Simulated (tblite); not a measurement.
# C7H8FP: the cost of one run

The runs use tblite 0.8.0 and PySCF 2.14.0, with density-fitted response routines of our own; the level of theory stands in each step. All values are computed, except where a source is named. Atoms are numbered from 0 throughout.

## 1. The molecule as given

17 atoms, charge 0, multiplicity 1; geometry from: force field or distance geometry start.

Bonds of the start (Å): C0–P1 1.83, P1–C2 1.80, C2–C3 1.39, C3–C4 1.40, C4–C5 1.39, C5–F6 1.35, C5–C7 1.38, C7–C8 1.38, C8–C2 1.38, C0–H9 1.13, C0–H10 1.13, C0–H11 1.11, P1–H12 1.43, C3–H13 1.10, C4–H14 1.10, C7–H15 1.10, C8–H16 1.07.

## 2. Relaxing the molecule with GFN2-xTB

Job settings and geometry (Å):

```
{"job": {"kind": "relax", "xc": "GFN2-xTB", "basis": "xTB"}, "charge": 0, "multiplicity": 1}
C      3.050700     0.115300     0.081900
P      1.662200    -1.072200    -0.007600
C      0.014200    -0.387900     0.258600
C     -0.205100     0.984000     0.258000
C     -1.509500     1.436900     0.473900
C     -2.558200     0.538000     0.644500
F     -3.832400     0.953300     0.840200
C     -2.316600    -0.817200     0.636700
C     -1.030000    -1.278200     0.436100
H      3.057600     0.702700     1.045200
H      3.017200     0.914100    -0.717700
H      4.005500    -0.436200    -0.030300
H      1.729700    -1.996900    -1.098200
H      0.614000     1.699100     0.122800
H     -1.733200     2.517900     0.486400
H     -3.140400    -1.526200     0.785600
H     -0.832600    -2.334500     0.423400
```

Started as:

```
> OMP_NUM_THREADS=1 python probes_run.py task.json out
```

One launch serves the whole session: the jobs run in the order shown.

**Question.** How long does this first job take on 1 thread of Intel Xeon at 2.50GHz, shared host?

About 3.6 s.
